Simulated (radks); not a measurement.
# Ir³⁺ in [Xe] 4f14 5d5 6p1: an all-electron calculation

Wanted: eigenvalues, radial structure and energy terms of the iridium ion Ir3+.

Method: scalar-relativistic Kohn-Sham, SOGGA, spin-polarised, spherical densities, point nucleus; open shells are filled with parallel spins first. Code: radks (a radial shooting solver on a logarithmic mesh, Libxc functionals) version 1.

## (1) The system

| Quantity | Value |
| --- | --- |
| element | iridium (Z = 77) |
| charge | +3 |
| electrons | 74 |
| configuration | [Xe] 4f14 5d5 6p1 |

The outer shells:

Ir³⁺
```
[Xe] core
4f [↑↓][↑↓][↑↓][↑↓][↑↓][↑↓][↑↓]
5d [↑ ][↑ ][↑ ][↑ ][↑ ]
6p [↑ ][  ][  ]
```

## (2) Self-consistent calculation

Input:

```text
Z 77
configuration [Xe] 4f14 5d5 6p1
relativity scalar-relativistic
functional sogga,pbe
spin polarised
nucleus point
c 137.035999084
```

Q: Predict the outcome of this run.

As calculated:

```
                        quantity                   value
                    total energy     -17819.4425 hartree
exchange-correlation share of it                  1.90 %
                            −T/E                  1.1120
          highest occupied level       6p up, -25.255 eV
    most extended occupied level  6p up, <r> = 2.78 bohr
 radius at density 0.001 e/bohr³               3.89 bohr
    maxima of the radial density                       4
```

**Reading.** 6 principal shells are occupied and 4 maxima appear in the radial density; where shells overlap, one shows as a shoulder or not at all. −T/E is 1.112: with relativity the kinetic term as defined here no longer equals −E. This is not the tabulated ground configuration, so its levels and sizes aren't those of the ground state, and no measured value stands beside it.
